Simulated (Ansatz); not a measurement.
Wanted: the native input for an Ansatz 0.2.0 run.

| Property | Result |
| --- | --- |
| Task | relaxation of cell and atoms |
| Functional | r2SCAN |
| Potentials or basis | Ansatz PAW |
| Cutoff | 500 eV (not typed: the program's choice for these potentials) |
| k mesh | 4 × 4 × 3 |
| Occupations | fermi-dirac, width 0.05 eV |
| Spin | collinear spin, ferromagnetic start |
| Starting moments | [0.0, 0.0, 0.0, 0.0, 1.0, 0.0, 0.0, 0.0, 0.0, 0.0, 0.0, 0.0, 0.0, 0.0, 0.0, 0.0] μB |

Ta4NiO11:

```
CELL_PARAMETERS angstrom
4.77089 0.00000 0.00513
0.00000 5.82454 0.00000
-1.98628 0.00000 7.25051
ATOMIC_POSITIONS crystal
Ta 0.61339 0.50000 0.76042
Ta 0.38661 0.50000 0.23958
Ta 0.16615 0.00000 0.79875
Ta 0.83385 0.00000 0.20125
Ni 0.50000 0.00000 0.50000
O 0.33278 0.79913 0.65053
O 0.66722 0.79913 0.34947
O 0.90047 0.25786 0.80718
O 0.09953 0.25786 0.19282
O 0.66722 0.20087 0.34947
O 0.33278 0.20087 0.65053
O 0.09953 0.74214 0.19282
O 0.90047 0.74214 0.80718
O 0.50000 0.50000 0.00000
O 0.50000 0.00000 0.00000
O 0.50000 0.50000 0.50000
```

The cell was built by a generator and needn't be a form met in nature.

One way to write it, as run:

input.yaml

```yaml
crystal:
  lattice:
    - [4.77089, 0.0, 0.00513]
    - [0.0, 5.82454, 0.0]
    - [-1.98628, 0.0, 7.25051]
  atoms:
    - { symbol: Ta, position: [0.61339, 0.5, 0.76042] }
    - { symbol: Ta, position: [0.38661, 0.5, 0.23958] }
    - { symbol: Ta, position: [0.16615, 0.0, 0.79875] }
    - { symbol: Ta, position: [0.83385, 0.0, 0.20125] }
    - { symbol: Ni, position: [0.5, 0.0, 0.5], spin: 1.0 }
    - { symbol: O, position: [0.33278, 0.79913, 0.65053] }
    - { symbol: O, position: [0.66722, 0.79913, 0.34947] }
    - { symbol: O, position: [0.90047, 0.25786, 0.80718] }
    - { symbol: O, position: [0.09953, 0.25786, 0.19282] }
    - { symbol: O, position: [0.66722, 0.20087, 0.34947] }
    - { symbol: O, position: [0.33278, 0.20087, 0.65053] }
    - { symbol: O, position: [0.09953, 0.74214, 0.19282] }
    - { symbol: O, position: [0.90047, 0.74214, 0.80718] }
    - { symbol: O, position: [0.5, 0.5, 0.0] }
    - { symbol: O, position: [0.5, 0.0, 0.0] }
    - { symbol: O, position: [0.5, 0.5, 0.5] }
hamiltonian:
  xc: r2scan
  pseudopotentials: { kind: paw }
magnetization:
  spin_polarized: true
kpoints:
  mp_grid: { grid: [4, 4, 3] }
scf:
  occupations: { method: fermi_dirac, width: 0.05 }
output:
  forces: true
  stress: true
  eigenvalues: true
relax:
  f_tol: 0.01
  max_steps: 40
  cell: { stress_tol: 0.05 }
```

Potentials or basis: Ansatz PAW.

Run with:

```console
$ ansatz run input.yaml --threads 8 --pin off --max-ram 20480MiB --backend cpu --events-out ev --progress --plain --runs-dir out
```

It gave:

```yaml
Relaxed_volume: 12.29 Å³/atom
Relaxed_cell: a = 4.761 Å, b = 5.735 Å, c = 7.485 Å, α = 90.00°, β = 105.72°, γ = 90.00°
Space_group_after_relaxing_to_0.05_Å: P2/m (No. 10)
Energy_gained_by_relaxing: 6.0 meV/atom
Ionic_steps: 9
Pressure_after_relaxing: 0.0 GPa
Largest_force_after_relaxing: 0.006 eV/Å
Band_gap_on_the_k_mesh: 1.37 eV, indirect (least direct gap 1.42 eV)
Net_moment: 0.00 μB per cell
Absolute_moment: 0.70 μB per cell
```

Caveat: the magnetic or orbital state may not be the lowest; odd divisions of the mesh miss points on the zone boundary, where band edges often lie, so the gap on the mesh can be too wide; the plane-wave basis is chosen anew once the cell has moved, so the energies of steps on either side of that aren't comparable; spin-orbit coupling is left out, which moves the levels of the heavy elements; the PAW data sets come from PBE, with cores solved anew for the run's functional, which leaves a small shift of forces and pressure; the starting moments weren't kept.

Wall time 3.4 min on 8 threads of Arm Neoverse V2, on a shared host, peak memory 2 GiB.
